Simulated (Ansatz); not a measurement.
# BPd4 (Pmm2) in Ansatz: a series of runs, part 2 of 2

Ansatz 0.2.0.

## 4. Projected density of states, PBEsol

Contents of input.yaml:

```yaml
crystal:
  lattice:
    - [2.8920299704, 0.0, 0.0]
    - [0.0, 4.3650077954, 0.0]
    - [0.0, 0.0, 5.856315]
  atoms:
    - { symbol: Pd, position: [0.5, 0.0, 0.197578] }
    - { symbol: Pd, position: [0.0, 0.0, 0.61947] }
    - { symbol: Pd, position: [0.0, 0.5, 0.329164] }
    - { symbol: Pd, position: [0.5, 0.5, 0.867561] }
    - { symbol: B, position: [0.5, 0.0, 0.863227] }
hamiltonian:
  xc: pbesol
  pseudopotentials: { kind: paw }
kpoints:
  mp_grid: { grid: [9, 6, 5] }
scf:
  occupations: { method: fermi_dirac, width: 0.05 }
  n_extra_bands: 12
output:
  forces: true
  stress: true
  eigenvalues: true
  dos: { projected: true, de: 0.05, nscf_kmesh: { grid: [14, 9, 8] } }
  write_density: true
  write_potential: true
  elf: true
  volumetric_format: npy
```

Command:

```console
$ ansatz run input.yaml --threads 2 --pin off --max-ram 5632MiB --backend cpu --events-out ev --progress --plain --runs-dir out
```

Run time: 18 s. Hardware: 2 threads of AMD EPYC 9R45 (Zen 5), shared host; peak memory 0.75 GiB.

Results (log left out):

| Property | Result |
| --- | --- |
| Free energy | -27779.0537 eV |
| Pressure | -8.5 GPa |
| Largest force | 0.198 eV/Å |
| Band gap on the k mesh | none (metal or under the smearing width) |
| Density of states at the Fermi level | 2.76 states/eV per cell |

Forces on the atoms (eV/Å):
```
Pd   0.000  0.000 -0.198
Pd   0.000  0.000  0.049
Pd   0.000  0.000 -0.031
Pd   0.000  0.000  0.137
B    0.000  0.000  0.042
```

Stress tensor (GPa, compression positive):
```
-8.79  0.00  0.00
 0.00 -8.35  0.00
 0.00  0.00 -8.49
```

Levels at points of the mesh, in eV from the Fermi level:
| k point | band 36 | band 37 | band 38 | band 39 | band 40 | band 41 |
| --- | --- | --- | --- | --- | --- | --- |
| (0.00, 0.00, 0.00) | -0.80 | -0.52 | -0.29 | 0.09 | 0.44 | 5.28 |
| (0.00, -0.50, 0.00) | -0.85 | -0.83 | -0.74 | -0.43 | 1.35 | 2.27 |

States per cell in windows of 1 eV (zero at the Fermi level; states under -8 eV left out):
```csv
from (eV),total,Pd 4d,B 2p,B 2s,Pd 4s,Pd 4p
-8.0,0.54,0.23,0.03,0.27,0.00,0.01
-7.0,0.11,0.05,0.05,0.00,0.00,0.00
-6.0,3.23,2.08,0.94,0.02,0.04,0.01
-5.0,6.04,5.05,0.65,0.05,0.03,0.02
-4.0,8.67,8.07,0.30,0.06,0.01,0.02
-3.0,8.83,8.28,0.23,0.05,0.01,0.01
-2.0,8.26,7.73,0.20,0.06,0.00,0.01
-1.0,6.05,5.48,0.20,0.10,0.00,0.00
0.0,1.86,0.89,0.40,0.08,0.01,0.00
1.0,1.84,0.54,0.56,0.10,0.01,0.01
2.0,1.52,0.35,0.59,0.04,0.01,0.01
3.0,1.25,0.19,0.28,0.04,0.00,0.00
4.0,1.16,0.14,0.28,0.03,0.00,0.00
5.0,2.26,0.21,0.56,0.06,0.00,0.00
6.0,1.21,0.07,0.16,0.01,0.00,0.00
7.0,1.10,0.02,0.03,0.01,0.00,0.00
```

Caveat: the PAW data sets come from PBE, with cores solved anew for the run's functional, which leaves a small shift of forces and pressure; the density of states is complete only up to the lowest level of the last band computed.

## 5. Projected density of states, RPBE

Changes to input.yaml since step 4:

```diff
@@ -12,3 +12,3 @@
 hamiltonian:
-  xc: pbesol
+  xc: rpbe
   pseudopotentials: { kind: paw }
@@ -24,5 +24 @@
   dos: { projected: true, de: 0.05, nscf_kmesh: { grid: [14, 9, 8] } }
-  write_density: true
-  write_potential: true
-  elf: true
-  volumetric_format: npy
```

Command:

```console
$ ansatz run input.yaml --threads 2 --pin off --max-ram 5632MiB --backend cpu --events-out ev --progress --plain --runs-dir out
```

Wall time 17 s (2 threads of AMD EPYC 9R45 (Zen 5), shared host); peak memory 0.67 GiB.

The run converged. Its results:

| Quantity | Value |
| --- | --- |
| Free energy | -28079.3484 eV |
| Pressure | 2.8 GPa |
| Largest force | 0.279 eV/Å |
| Band gap on the k mesh | none (metal or under the smearing width) |
| Density of states at the Fermi level | 2.67 states/eV per cell |

Forces in eV/Å, atoms in the order of the input:
```
Pd   0.000  0.000 -0.279
Pd   0.000  0.000  0.052
Pd   0.000  0.000  0.082
Pd   0.000  0.000  0.062
B    0.000  0.000  0.083
```

Stress tensor (GPa, compression positive):
```
2.39 0.00 0.00
0.00 3.64 0.00
0.00 0.00 2.28
```

Levels at points of the mesh, in eV from the Fermi level:
| k point | band 36 | band 37 | band 38 | band 39 | band 40 | band 41 |
| --- | --- | --- | --- | --- | --- | --- |
| (0.00, 0.00, 0.00) | -0.81 | -0.54 | -0.25 | 0.08 | 0.44 | 5.28 |
| (0.00, -0.50, 0.00) | -0.88 | -0.84 | -0.72 | -0.45 | 1.45 | 2.29 |

States per cell in windows of 1 eV (zero at the Fermi level; states under -8 eV left out):
| from (eV) | total | Pd 4d | B 2p | B 2s | Pd 4s | Pd 4p |
| --- | --- | --- | --- | --- | --- | --- |
| -8.0 | 0.52 | 0.22 | 0.03 | 0.26 | 0.00 | 0.01 |
| -7.0 | 0.05 | 0.02 | 0.02 | 0.00 | 0.00 | 0.00 |
| -6.0 | 3.15 | 2.02 | 0.94 | 0.02 | 0.04 | 0.01 |
| -5.0 | 5.67 | 4.70 | 0.65 | 0.04 | 0.03 | 0.02 |
| -4.0 | 8.76 | 8.16 | 0.31 | 0.06 | 0.01 | 0.02 |
| -3.0 | 8.91 | 8.37 | 0.23 | 0.05 | 0.01 | 0.01 |
| -2.0 | 8.36 | 7.82 | 0.20 | 0.06 | 0.00 | 0.01 |
| -1.0 | 6.20 | 5.63 | 0.20 | 0.10 | 0.00 | 0.00 |
| 0.0 | 1.85 | 0.90 | 0.40 | 0.08 | 0.01 | 0.00 |
| 1.0 | 1.85 | 0.55 | 0.57 | 0.10 | 0.01 | 0.01 |
| 2.0 | 1.52 | 0.35 | 0.60 | 0.04 | 0.01 | 0.01 |
| 3.0 | 1.28 | 0.20 | 0.29 | 0.04 | 0.00 | 0.00 |
| 4.0 | 1.11 | 0.13 | 0.27 | 0.03 | 0.00 | 0.00 |
| 5.0 | 2.24 | 0.21 | 0.56 | 0.06 | 0.00 | 0.00 |
| 6.0 | 1.19 | 0.07 | 0.18 | 0.01 | 0.00 | 0.00 |
| 7.0 | 1.18 | 0.02 | 0.03 | 0.01 | 0.00 | 0.00 |

Caveat: the PAW data sets come from PBE, with cores solved anew for the run's functional, which leaves a small shift of forces and pressure; the density of states is complete only up to the lowest level of the last band computed.

## 6. The runs side by side

| level | gap on the mesh (eV) | pressure (GPa) | largest force (eV/Å) |
| --- | --- | --- | --- |
| LDA | none | -13.3 | 0.23 |
| PBE | none | -1.2 | 0.27 |
| PBEsol | none | -8.5 | 0.20 |
| RPBE | none | 2.8 | 0.28 |

Alike in all rows: task projected density of states; potentials or basis Ansatz PAW; no spin polarisation; cell as given; k mesh 9 × 6 × 5; cutoff (eV) 420; smearing fermi-dirac 0.05 eV.

Every run on the cell as given and a fine mesh finds a metal. The pressure there spans -13.3 GPa (LDA) to 2.8 GPa (RPBE); a positive pressure means that this level wants a larger cell, a negative one a smaller.

Caveats: the density of states is complete only up to the lowest level of the last band computed; the PAW data sets come from PBE, with cores solved anew for the run's functional, which leaves a small shift of forces and pressure (some runs).

Total energies depend on the potentials used, so only differences within one code and one set of settings carry meaning.
